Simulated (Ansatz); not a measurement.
# PdPt2: the cost of one run

Program: Ansatz 0.2.0. Level of theory: DFT PBE, scalar-relativistic, plane waves, PAW. These are calculated values, not measurements.

### Step 1. The structure to begin with

Symmetry: P4/mmm, No. 123, tetragonal system. The conventional cell has a = 4.010 Å, b = 4.010 Å, c = 3.493 Å, α = 90.00°, β = 90.00°, γ = 90.00°. Pd (site symmetry 4/mmm) is surrounded by 4 Pt at 2.01 Å. Around Pt (site symmetry mmm) lie 2 Pd at 2.01 Å.

Coordinates:

```
CELL_PARAMETERS angstrom
4.01019 0.00000 0.00000
0.00000 4.01019 0.00000
0.00000 0.00000 3.49280
ATOMIC_POSITIONS crystal
Pd 0.00000 0.00000 0.50000
Pt 0.00000 0.50000 0.50000
Pt 0.50000 0.00000 0.50000
```

Recipe of the guess: random cell by space group and Wyckoff sites (P4/mmm, No. 123). Lengths come from tabulated atomic sizes and are only a guess.

### Step 2. The guess as it stands, on a coarse mesh

Contents of input.yaml:

```yaml
crystal:
  lattice:
    - [4.01019362, 0.0, 0.0]
    - [0.0, 4.01019362, 0.0]
    - [0.0, 0.0, 3.49280086]
  atoms:
    - { symbol: Pd, position: [0.0, 0.0, 0.5] }
    - { symbol: Pt, position: [0.0, 0.5, 0.5] }
    - { symbol: Pt, position: [0.5, 0.0, 0.5] }
basis:
  ecutwfc: 420
kpoints:
  mp_grid: { grid: [4, 4, 6] }
hamiltonian:
  xc: pbe
scf:
  occupations: { method: gaussian, width: 0.1 }
  lower_state_search: "off"
output:
  forces: true
  stress: true
  eigenvalues: true
```

Launch:

```
$ ansatz run input.yaml --threads 1 --pin off --max-ram 2560MiB --backend cpu --events-out ev --progress --plain --runs-dir out
```

**Question.** How long does this run take on 1 thread of AMD EPYC (Zen 3), shared host, and how much memory does it need?

About 7 s, with a peak of 0.35 GiB.
